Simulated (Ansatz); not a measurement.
# H6N2SSi: the cost of one run

All numbers are computed with Ansatz 0.2.0, driven from Python. Level of theory: Hartree-Fock/cc-pVDZ.

**1. The structure**

Bond lengths: N1–Si2 1.608 Å, Si2–N3 1.677 Å, Si2–S4 2.151 Å, N1–H5 1.036 Å, N1–H6 1.073 Å, Si2–H7 1.483 Å, N3–H8 1.068 Å, N3–H9 1.033 Å, S4–H10 1.328 Å. Angles: N1–Si2–N3 95.4°, N1–Si2–S4 109.7°, N1–Si2–H7 114.4°, N3–Si2–S4 109.3°, N3–Si2–H7 113.2°, S4–Si2–H7 113.5°, Si2–N1–H5 109.2°, Si2–N1–H6 111.2°, H5–N1–H6 101.9°, Si2–N3–H8 105.4°, Si2–N3–H9 106.1°, H8–N3–H9 105.8°, Si2–S4–H10 94.5°.

No structure file is read: the coordinates are typed or built in the script.

**2. The script**

Input file h6n2ssi_torsion.py:

```python
# -*- coding: utf-8 -*-
"""Rigid torsion scan of H6N2SSi."""

import ansatz as az
from ase import Atoms

BASIS = "cc-pVDZ"
FUNCTIONAL = "HF"
FMAX = 0.02

atoms = Atoms(["N", "Si", "N", "S", "H", "H", "H", "H", "H", "H"], positions=[
    (-1.2268, 0.6427, 0.0199),
    (0.2505, 0.0745, 0.306),
    (-0.1617, -1.5404, 0.1166),
    (1.5741, 0.6614, -1.2841),
    (-1.6722, 0.0747, -0.7238),
    (-1.1877, 1.613, -0.4355),
    (0.7756, 0.3883, 1.6575),
    (0.7483, -2.083, 0.2508),
    (-0.755, -1.7818, 0.9268),
    (1.738, 1.8993, -0.8314),
])

# start the scan from a relaxed geometry
first = (
    az.Crystal.molecule_from_ase(atoms).calculation()
    .basis(gaussian=BASIS)
    .functional(FUNCTIONAL)
    .relax(force_tolerance=FMAX, max_steps=80)
)
atoms.positions = first.run(threads=1, pin="off").report["positions_ang"]

start = atoms.get_dihedral(2, 1, 0, 4)
energies = {}
for turn in range(0, 360, 40):
    turned = atoms.copy()
    turned.set_dihedral(2, 1, 0, 4, start + turn, indices=[0, 4, 5])
    job = (
        az.Crystal.molecule_from_ase(turned).calculation()
        .basis(gaussian=BASIS)
        .functional(FUNCTIONAL)
    )
    energies[round((start + turn) % 360)] = job.run(threads=1, pin="off").report["free_energy_ev"]
floor = min(energies.values())
print("dihedral N2-Si1-N0-H4 (deg)   E - E(min) (kcal/mol)")
for angle, e in sorted(energies.items()):
    print(f"{angle:8d} {23.060548 * (e - floor):14.3f}  " + "#" * int(30 * (e - floor) / max(max(energies.values()) - floor, 1e-9)))
```

**3. The calls as engine input**

The engine receives this input (first run):

```yaml
crystal:
  periodic: [false, false, false]
  atoms:
    - { symbol: "N", position_ang: [-1.2268, 0.6427, 0.0199] }
    - { symbol: Si, position_ang: [0.2505, 0.0745, 0.306] }
    - { symbol: "N", position_ang: [-0.1617, -1.5404, 0.1166] }
    - { symbol: S, position_ang: [1.5741, 0.6614, -1.2841] }
    - { symbol: H, position_ang: [-1.6722, 0.0747, -0.7238] }
    - { symbol: H, position_ang: [-1.1877, 1.613, -0.4355] }
    - { symbol: H, position_ang: [0.7756, 0.3883, 1.6575] }
    - { symbol: H, position_ang: [0.7483, -2.083, 0.2508] }
    - { symbol: H, position_ang: [-0.755, -1.7818, 0.9268] }
    - { symbol: H, position_ang: [1.738, 1.8993, -0.8314] }
basis:
  gaussian:
    orbitals: cc-pVDZ
hamiltonian:
  xc: hf
relax:
  f_tol: 0.02
  max_steps: 80
```

**4. Launch**

Run with:

```sh
python h6n2ssi_torsion.py
```

**Question.** How long does this script take on 1 thread of Arm Neoverse V1, shared host, and how much memory does it need?

About 49 s, with a peak of 0.26 GiB.
